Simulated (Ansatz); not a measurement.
# MoCl₂F₄: basis-set convergence

Aim: see how fast density functionals converge with the basis set for MoCl₂F₄.

Program: Ansatz 0.2.0, Gaussian basis. Level of theory: one geometry, several basis sets. These are calculated values, not measurements.

The runs, in order: PBE0-D4/def2-SVP; ωB97M-V/def2-SVP; PBE0-D4/def2-QZVPP; ωB97M-V/def2-QZVPP; the functionals' def2-TZVPP values are taken from earlier runs.

1 further run of the same task is left out (for a known fault of the program). Runs told in other sessions of the task aren't counted.

### 1 The geometry

The geometry comes from an earlier relaxation with PBE0-D4 in a triple-zeta def2 set; it is a stationary point, not always the lowest conformer. Mo takes the def2 core potential; no spin-orbit term is included.

SMILES `[F][Mo]([F])([F])([F])([Cl])[Cl]`, 7 atoms, charge 0, spin multiplicity 1.

Atoms are counted from 1 here; the program's logs count them from 0.

Bond lengths: F1–Mo2 1.833 Å, Mo2–F3 1.824 Å, Mo2–F4 1.833 Å, Mo2–F5 1.824 Å, Mo2–Cl6 2.249 Å, Mo2–Cl7 2.249 Å. Angles: F1–Mo2–F3 88.8°, F1–Mo2–F4 86.8°, F1–Mo2–F5 88.8°, F1–Mo2–Cl6 89.9°, F1–Mo2–Cl7 176.8°, F3–Mo2–F4 88.8°, F3–Mo2–F5 176.7°, F3–Mo2–Cl6 91.1°, F3–Mo2–Cl7 91.1°, F4–Mo2–F5 88.8°, F4–Mo2–Cl6 176.8°, F4–Mo2–Cl7 89.9°, F5–Mo2–Cl6 91.1°, F5–Mo2–Cl7 91.1°, Cl6–Mo2–Cl7 93.3°.

Coordinates:

```mol
Cl2F4Mo
  3D, bonds by distance, orders not assigned

  7  6  0  0  0  0  0  0  0  0999 V2000
   -0.2237   -0.8131    1.6651 F   0  0
    0.0039   -0.0418    0.0178 Mo  0  0
   -1.7404   -0.4210   -0.3583 F   0  0
    0.4576   -1.7112   -0.5886 F   0  0
    1.7571    0.2413    0.4350 F   0  0
   -0.5694    1.9559    0.8775 Cl  0  0
    0.3150    0.7899   -2.0485 Cl  0  0
  1  2  8  0
  2  3  8  0
  2  4  8  0
  2  5  8  0
  2  6  8  0
  2  7  8  0
M  END
```

### 2 PBE0-D4 in def2-SVP

Contents of in.yaml:

```yaml
crystal:
  periodic: [false, false, false]
  atoms:
    - {symbol: F, position_ang: [-0.223694, -0.813088, 1.665135]}
    - {symbol: Mo, position_ang: [0.003871, -0.041784, 0.017820]}
    - {symbol: F, position_ang: [-1.740445, -0.421047, -0.358316]}
    - {symbol: F, position_ang: [0.457562, -1.711160, -0.588555]}
    - {symbol: F, position_ang: [1.757098, 0.241318, 0.434958]}
    - {symbol: Cl, position_ang: [-0.569424, 1.955856, 0.877462]}
    - {symbol: Cl, position_ang: [0.315023, 0.789905, -2.048504]}
basis:
  gaussian: {orbitals: def2-SVP}
hamiltonian: {xc: pbe0, dispersion: d4}
output: {orbitals: {seedname: orbitals}}
```

Started as:

```console
> ansatz run in.yaml --threads 4 --pin off --events-out ev --progress --plain --max-ram 11315MiB
```

After this run come: ωB97M-V in def2-SVP; PBE0-D4 in def2-QZVPP; ωB97M-V in def2-QZVPP.

Before running them: what should the planned runs give, taken together? Wanted: PBE0-D4: double and triple zeta above quadruple; ωB97M-V: double and triple zeta above quadruple.

**Answer**, as computed:

| quantity | value |
| --- | --- |
| PBE0-D4: double and triple zeta above quadruple | 24.34, 1.44 eV |
| ωB97M-V: double and triple zeta above quadruple | 24.43, 1.38 eV |

In words: PBE0-D4 gains 22.89 eV from double to triple zeta, then 1.44 eV more. Total energies overstate the basis error of differences, where much of it tends to cancel.
